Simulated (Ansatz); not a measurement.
# WCH₃+ (quintet): the correlation ladder, def2-SVP

One table from this session's results is given with a row withheld; the runs are named, their logs left out.

Method: def2-SVP, core rule «outside noble gas», up to 5 orbitals frozen; program: Ansatz 0.2.0, Gaussian basis.

To be run: UHF; CCSD(T) on ROHF; CCSD(T) on UHF; CISD; CCSDT(Q) on ROHF; CCSDT(Q) on UHF.

4 further runs of the same task are left out: 1 for a known fault of the program, 3 set aside as unsound or not needed.

## What is computed

The geometry is a PBE0/def2-TZVP stationary point (not a proven minimum). No spin-orbit coupling is included. Elements past krypton take def2 core potentials.

5 atoms, charge 1, spin multiplicity 5.

Atoms are counted from 1 here; the program's logs count them from 0.

Bond lengths: W1–C2 1.983 Å, W1–H4 2.101 Å, C2–H3 1.092 Å, C2–H4 1.154 Å, C2–H5 1.092 Å. Angles: C2–W1–H4 32.7°, W1–C2–H3 120.2°, W1–C2–H4 79.3°, W1–C2–H5 120.2°, H3–C2–H4 106.9°, H3–C2–H5 114.4°, H4–C2–H5 106.9°, W1–H4–C2 68.0°.

The first run:

Input file in.yaml:

```yaml
crystal:
  periodic: [false, false, false]
  atoms:
    - {symbol: W, position_ang: [-0.000171, 0.000000, 0.154425]}
    - {symbol: C, position_ang: [-0.043170, 0.000000, -1.828014]}
    - {symbol: H, position_ang: [-0.274804, 0.918392, -2.372127]}
    - {symbol: H, position_ang: [1.095189, 0.000001, -1.638828]}
    - {symbol: H, position_ang: [-0.274802, -0.918392, -2.372127]}
basis:
  gaussian: {orbitals: def2-SVP}
total_charge: 1
magnetization: {spin_polarized: true, initial_magnetization: 4}
hamiltonian: {xc: hf}
output: {orbitals: {seedname: orbitals}}
```

On the command line:

```bash
> ansatz run in.yaml --threads 1 --pin off --events-out ev --progress --plain --max-ram 4096MiB --backend cpu
```

Steps of the session up to this table: UHF; CCSD(T) on ROHF; CCSD(T) on UHF; CISD; CCSDT(Q) on ROHF; CCSDT(Q) on UHF.

One of the session's tables, all rows but one given; the rest of the session is left out.

It belongs to the step «Misses and costs». 

| method | from RCCSDT(Q) (meV) |
| --- | --- |
| ROHF | +6995.5 |
| UHF | ? |
| RMP2 | +924.4 |
| UMP2 | +835.6 |
| RCCSD | +256.2 |
| UCCSD | +159.9 |
| RCCSD(T) | +31.5 |
| UCCSD(T) | -60.2 |
| RCCSDT | +10.4 |
| UCCSDT | -83.6 |
| RCCSDT(Q) | 0 |
| UCCSDT(Q) | -96.1 |

**Question.** Estimate the row for UHF.

As computed: from RCCSDT(Q) (meV): +6753.4. In the column «from RCCSDT(Q) (meV)» it lies between RMP2 (+924.4) and ROHF (+6995.5).

Not comparable, so not listed: CISD (they don't share determinant, frozen orbitals or solution with the rows shown, or repeat one).

Caveats from the session: Restricted and unrestricted rows rest on different reference determinants; where their highest levels disagree by more than a few hundredths of an eV, they describe different states and don't form one ladder.
